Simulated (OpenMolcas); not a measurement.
**Ni⁺: CASSCF and CASPT2 terms and fine-structure levels**

Aim: the low terms and levels of Ni⁺, with their order and spacing, then second-order correlation under several settings.

The numbers are computed with OpenMolcas 26.06 (state-averaged CASSCF and CASPT2, spin-orbit coupling by RASSI with atomic mean-field integrals), except any that are marked as measured or tabulated.

### Step 1. The system

| Item | Value |
| --- | --- |
| Species | Ni⁺ (nickel, Z = 28, 27 electrons) |
| Basis | ANO-RCC-VTZP [6s5p3d2f1g], 59 functions |
| Scalar Hamiltonian | DKH2, point nucleus |
| Inactive shells | 1s 2s 2p 3s 3p |
| Active space | 9 electrons in 6 orbitals (3d 4s) |
| Some configurations of this space | 3d7 4s2, 3d8 4s, 3d9 |
| Orbitals | optimised for the ground-state spin in each parity, averaged over the low roots |

The outer shells:

3d7 4s2
```
3d [↑↓][↑↓][↑ ][↑ ][↑ ]
4s [↑↓]
```

3d8 4s
```
3d [↑↓][↑↓][↑↓][↑ ][↑ ]
4s [↑ ]
```

3d9
```
3d [↑↓][↑↓][↑↓][↑↓][↑ ]
```

Each step is its own input file, run in one work folder so that later steps find the files of earlier ones. Labels, J, g values, rates, χT and fits are worked out afterwards by a script from the matrices that RASSI stores.

### Step 2. Basis and integrals

File a.inp:

```
&GATEWAY
Coord
1

Ni 0.0 0.0 0.0
Basis=ANO-RCC-VTZP
Group=XYZ
NoMove
AngMom=0.0 0.0 0.0
AMFI
&SEWARD
```

Started as:

```
> OMP_NUM_THREADS=1 MOLCAS_MEM=1689 MOLCAS_PROJECT=a pymolcas a.inp > a.log
```

### Step 3. Reference wave functions, doublets of even parity, 29 roots

File a.inp:

```
&RASSCF
FileOrb=start.orb
Symmetry=1
Spin=2
nActEl=9 0 0
Inactive=3 6
Ras2=6 0
CIRoot=29 29 1
SDav=70
CIMx=300
Iter=120 100
PrWF=0.3
OrbListing=Nothing
MaxOrb=0
Atom
>>> COPY $Project.JobIph JOB001
```

start.orb holds the contracted functions of the basis, ordered by shell, or the orbitals of the step before.

### Step 4. CASSCF: quartets of even parity, 20 roots

File a.inp:

```
&RASSCF
FileOrb=start.orb
Symmetry=1
Spin=4
nActEl=9 0 0
Inactive=3 6
Ras2=6 0
CIRoot=20 20 1
SDav=20
CIMx=300
Iter=120 100
PrWF=0.3
OrbListing=Nothing
MaxOrb=0
Atom
CIOnly
>>> COPY $Project.JobIph JOB002
```

### Step 5. RASSI: spin-orbit coupling between the states

File a.inp:

```
&RASSI
NrOfJobIphs=2 29 10
1 2 3 4 5 6 7 8 9 10 11 12 13 14 15 16 17 18 19 20 21 22 23 24 25 26 27
28 29
1 2 3 4 5 6 7 8 9 10
IphNames
JOB001
JOB002
EJob
SpinOrbit
DIPRint=1.0
SOCoupling=1000.0
Subsets=2
MEES
Property=10
'ANGMOM' 1 'ANGMOM' 2 'ANGMOM' 3 'MLTPL  1' 1 'MLTPL  1' 2 'MLTPL  1' 3
'AMFI' 1 'AMFI' 2 'AMFI' 3 'MLTPL  2' 6
SOProperty=3
'ANGMOM' 1 'ANGMOM' 2 'ANGMOM' 3
```

### Step 6. CASPT2: IPEA 0.25, imaginary shift 0.1 (closed shells correlated: 3s 3p)

File a.inp:

```
>>> COPY JOB001 $Project.JobIph
&CASPT2
Multistate=29 1 2 3 4 5 6 7 8 9 10 11 12 13 14 15 16 17 18 19 20 21 22
23 24 25 26 27 28 29
Frozen=2 3
IPEA=0.25
Imaginary=0.1
MaxIter=60
WThr=0.0 0.3 0.05
PrWF=0.5
NoMix
>>> COPY JOB002 $Project.JobIph
&CASPT2
Multistate=10 1 2 3 4 5 6 7 8 9 10
Frozen=2 3
IPEA=0.25
Imaginary=0.1
MaxIter=60
WThr=0.0 0.3 0.05
PrWF=0.5
NoMix
```

### Step 7. CASPT2: IPEA 0, imaginary shift 0.1 (closed shells correlated: 3s 3p)

Edit a.inp of step 6 so:

```diff
@@ -5,3 +5,3 @@
 Frozen=2 3
-IPEA=0.25
+IPEA=0.0
 Imaginary=0.1
@@ -15,3 +15,3 @@
 Frozen=2 3
-IPEA=0.25
+IPEA=0.0
 Imaginary=0.1
```

### Step 8. CASPT2: IPEA 0.25, imaginary shift 0.1 (closed shells correlated: 3s 3p), extended multistate

File a.inp:

```
>>> COPY JOB001 $Project.JobIph
&CASPT2
XMultistate=29 1 2 3 4 5 6 7 8 9 10 11 12 13 14 15 16 17 18 19 20 21 22
23 24 25 26 27 28 29
Frozen=2 3
IPEA=0.25
Imaginary=0.1
MaxIter=60
WThr=0.0 0.3 0.05
PrWF=0.5
NoMix
>>> COPY JOB002 $Project.JobIph
&CASPT2
XMultistate=10 1 2 3 4 5 6 7 8 9 10
Frozen=2 3
IPEA=0.25
Imaginary=0.1
MaxIter=60
WThr=0.0 0.3 0.05
PrWF=0.5
NoMix
```

### Step 9. CASPT2: IPEA 0.25, imaginary shift 0.1 (closed shells correlated: none)

File a.inp:

```
>>> COPY JOB001 $Project.JobIph
&CASPT2
Multistate=29 1 2 3 4 5 6 7 8 9 10 11 12 13 14 15 16 17 18 19 20 21 22
23 24 25 26 27 28 29
Frozen=3 6
IPEA=0.25
Imaginary=0.1
MaxIter=60
WThr=0.0 0.3 0.05
PrWF=0.5
NoMix
>>> COPY JOB002 $Project.JobIph
&CASPT2
Multistate=10 1 2 3 4 5 6 7 8 9 10
Frozen=3 6
IPEA=0.25
Imaginary=0.1
MaxIter=60
WThr=0.0 0.3 0.05
PrWF=0.5
NoMix
```

(Steps that only read results are left out.)

**Question.** What will these runs give? Wanted: lowest level; first excited level; lowest level of another term; spin-orbit lowering of the lowest level; strongest of the lines computed, by gA.

The runs gave:

| quantity | value |
| --- | --- |
| method | SS-CASPT2, IPEA 0.25, imaginary shift 0.1 (closed shells correlated: 3s 3p) |
| lowest level | 3d9 2D 5/2, 100 % of that term, g = 1.200 |
| ground level listed by NIST | 2D5/2 |
| first excited level | 3d9 2D 3/2 at 1605 cm-1 |
| lowest level of another term | 3d8 4s 4F 9/2 at 5540 cm-1 |
| spin-orbit lowering of the lowest level | 643 cm-1 |
| strongest of the lines computed, by gA (one parity, so forbidden lines), at CASSCF energies | 3d9 2D 5/2 → 3d8 4s 2F 7/2, 524.4 nm, A = 7.44e-01 s⁻¹ |

What each method costs and misses:

| method | time of its own steps | time with the reference | mean absolute difference from the measured levels (cm-1) |
| --- | --- | --- | --- |
| A. CASSCF | 53 s | 53 s | 31000 |
| B. SS-CASPT2, IPEA 0.25, imaginary shift 0.1, +3s 3p | 11 s | 65 s | 2600 |
| C. SS-CASPT2, IPEA 0, imaginary shift 0.1, +3s 3p | 11 s | 64 s | 3500 |
| D. XMS-CASPT2, IPEA 0.25, imaginary shift 0.1, +3s 3p | 9.5 s | 63 s | 9800 |
| E. SS-CASPT2, IPEA 0.25, imaginary shift 0.1, +none | 6.3 s | 59 s | 1600 |

Times are of one thread on a shared host.

What this shows: The multiplet 2D is inverted. Method E lies closest to the measured levels (1600 cm⁻¹ on average) and A farthest (31000). Only the configurations of the active space and the roots asked for are present. The quartets rest on orbitals optimised for another spin in at least one step, which raises them against the optimised states. Not all states of the active space went into the spin-orbit step. CASPT2 does not keep the components of a term degenerate, and the means are used. Configurations with different d counts are hard to place against each other, and can be off by thousands to tens of thousands of cm-1. Only valence configurations of the active space appear, up to the ionisation limit; * or ° marks odd parity.
